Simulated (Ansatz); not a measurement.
## Pt3Rh, space group Pm-3m: an equation of state with a fit, step by step

Computed with Ansatz 0.2.0 through its Python package.

Notebook, run cell by cell (the value of a cell's last expression is shown):

**Cell 1**
```python
import warnings

import ansatz
import numpy as np
from pymatgen.analysis.eos import EOS

VECTORS = np.array([
    [3.909869, 0.0, 0.0],
    [0.0, 3.909869, 0.0],
    [0.0, 0.0, 3.909869],
])
SITES = [
    ("Rh", (0.5, 0.5, 0.5)),
    ("Pt", (0.5, 0.0, 0.0)),
    ("Pt", (0.0, 0.5, 0.0)),
    ("Pt", (0.0, 0.0, 0.5)),
]
```

**Cell 2**
```python
def make_crystal(cell):
    crystal = ansatz.Crystal(lattice=ansatz.Lattice.of(cell))
    for symbol, position in SITES:
        crystal = crystal.atom(symbol, position)
    return crystal
```

**Cell 3**
```python
warnings.simplefilter("ignore", ansatz.DeckWarning)
```

**Cell 4**
```python
# uniform scaling of the cell
volumes, energies = [], []
for scale in np.linspace(0.9, 1.1, 9):
    cell = VECTORS * scale ** (1 / 3)
    calculation = (
        make_crystal(cell).calculation()
        .functional("PBEsol")
        .basis(320)
        .occupations("fermi_dirac", width=0.05)
        .kpoints(6, 6, 6)
    )
    r = calculation.run().report
    volumes.append(abs(np.linalg.det(cell)) / len(SITES))
    energies.append(r["free_energy_ev"] / len(SITES))
    print(f"V = {volumes[-1]:8.4f} A^3/atom  F = {energies[-1]:.5f} eV/atom")
```
Output:
```text
V =  13.4484 A^3/atom  F = -10872.41278 eV/atom
V =  13.8219 A^3/atom  F = -10872.47197 eV/atom
V =  14.1955 A^3/atom  F = -10872.50664 eV/atom
V =  14.5691 A^3/atom  F = -10872.51799 eV/atom
V =  14.9426 A^3/atom  F = -10872.51481 eV/atom
V =  15.3162 A^3/atom  F = -10872.49524 eV/atom
V =  15.6897 A^3/atom  F = -10872.46155 eV/atom
V =  16.0633 A^3/atom  F = -10872.41658 eV/atom
V =  16.4369 A^3/atom  F = -10872.36271 eV/atom
```

**Cell 5**
```python
for form in ["pourier_tarantola"]:
    fit = EOS(eos_name=form).fit(volumes, energies)
    print(f"{form:18s} V0 {fit.v0:8.4f} A^3/atom  B0 {fit.b0_GPa:7.1f} GPa  B1 {fit.b1:5.2f}")
```
Output:
```text
pourier_tarantola  V0  14.6533 A^3/atom  B0   292.8 GPa  B1  4.89
```

Reading the output:
- The settings weren't tested for convergence.
- The cutoff lies under the one recommended for these potentials.
- The run is spin-unpolarised.
- Under the recommended cutoff a pressure can be off by several GPa, even in sign.
- For a metal this k-point mesh is coarse: on a finer one energies can move by several to tens of meV an atom and pressures by half a GPa or more, differences at one mesh by less.
- Spin-orbit coupling, which matters for elements this heavy, is left out.
- The structure comes from a database of computed cells and needn't be a stable or known phase.
- The script silences the warnings on its input, which a real study should read.
- It ran for 18 s on 1 thread of Arm Neoverse V1, with other jobs on the host, peak memory 0.47 GiB.
